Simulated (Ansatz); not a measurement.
# Rb2Li: the cost of one run

Method: DFT PBE, scalar-relativistic, plane waves, PAW, in Ansatz 0.2.0.

1 further run of the same task is left out (it didn't finish).

## 1. The system as given

The structure is tetragonal, space group I4/mmm (No. 139). The conventional cell has a = 4.946 Å, b = 4.946 Å, c = 8.112 Å, α = 90.00°, β = 90.00°, γ = 90.00°. Around Rb (site symmetry 4mm) lie 1 Rb at 1.51 Å. Around Li (site symmetry 4/mmm) lie 10 Rb at 3.30 to 3.58 Å.

Coordinates:

```cif
data_structure
_symmetry_space_group_name_H-M 'P 1'
_symmetry_Int_Tables_number 1
_cell_length_a 5.3554
_cell_length_b 5.3554
_cell_length_c 5.3554
_cell_angle_alpha 124.999
_cell_angle_beta 124.999
_cell_angle_gamma 81.541
_cell_volume 99.21
loop_
_atom_site_label
_atom_site_type_symbol
_atom_site_fract_x
_atom_site_fract_y
_atom_site_fract_z
_atom_site_occupancy
Rb1 Rb 0.59300 0.59300 0.00000 1
Rb2 Rb 0.40700 0.40700 0.00000 1
Li1 Li 0.00000 0.00000 0.00000 1
```

This is candidate A: CaC2 type (I4/mmm, No. 139).

(A quick probe on a coarse mesh, which set the mesh and smearing, is not shown.)

## 3. Coarse relaxation (candidate A)

input.yaml

```yaml
crystal:
  lattice:
    - [-2.4729134336, 2.4729134336, 4.0558323152]
    - [2.4729134336, -2.4729134336, 4.0558323152]
    - [2.4729134336, 2.4729134336, -4.0558323152]
  atoms:
    - { symbol: Rb, position: [0.593, 0.593, 0.0] }
    - { symbol: Rb, position: [0.407, 0.407, 0.0] }
    - { symbol: Li, position: [0.0, 0.0, 0.0] }
basis:
  ecutwfc: 420
kpoints:
  mp_grid: { grid: [6, 6, 6] }
hamiltonian:
  xc: pbe
scf:
  occupations: { method: gaussian, width: 0.1 }
  lower_state_search: "off"
output:
  forces: true
  stress: true
  eigenvalues: true
relax:
  adjacent_minimum: "off"
  f_tol: 0.04
  max_steps: 70
  cell: { stress_tol: 0.4 }
```

On the command line:

```
ansatz run input.yaml --threads 1 --pin off --max-ram 2560MiB --backend cpu --events-out ev --progress --plain --runs-dir out
```

What time and memory should one allow on 1 thread of Intel Xeon 6975P-C (Granite Rapids), shared host?

About 62 s, with a peak of 0.51 GiB.
